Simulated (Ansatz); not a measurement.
# BBrH2O2: the cost of one run

Method: UKS PBE/def2-SVP, in Ansatz 0.2.0.

### Step 1. Starting point

Bond lengths: O1–B2 1.432 Å, B2–O3 1.432 Å, B2–Br4 1.923 Å, O1–H5 0.999 Å, O3–H6 1.005 Å. Angles: O1–B2–O3 118.3°, O1–B2–Br4 122.5°, O3–B2–Br4 119.2°, B2–O1–H5 107.0°, B2–O3–H6 105.5°.

Structure file:

```xyz
6

O     0.2284    1.1940   -0.5400
B    -0.1932   -0.0741   -0.0247
O     0.7747   -0.8910    0.6432
Br   -1.9881   -0.7306   -0.2368
H     0.4816    1.0521   -1.4962
H     0.7386   -0.6144    1.6083
```

### Step 2. End point A

input.yaml

```yaml
crystal:
  periodic: [false, false, false]
  atoms:
    - { symbol: O, position_ang: [0.2284, 1.194, -0.54] }
    - { symbol: B, position_ang: [-0.1932, -0.0741, -0.0247] }
    - { symbol: O, position_ang: [0.7747, -0.891, 0.6432] }
    - { symbol: Br, position_ang: [-1.9881, -0.7306, -0.2368] }
    - { symbol: H, position_ang: [0.4816, 1.0521, -1.4962] }
    - { symbol: H, position_ang: [0.7386, -0.6144, 1.6083] }
magnetization:
  spin_polarized: true
basis:
  gaussian: { orbitals: def2-SVP }
hamiltonian:
  xc: pbe
relax:
  f_tol: 0.02
  max_steps: 50
```

On the command line:

```
$ ansatz run input.yaml --threads 2 --pin off --max-ram 3072MiB --backend cpu --events-out ev --progress --plain --runs-dir out
```

What time and memory should one allow on 2 threads of Intel Xeon 6975P-C (Granite Rapids), shared host?

About 9.5 s, with a peak of 0.16 GiB.
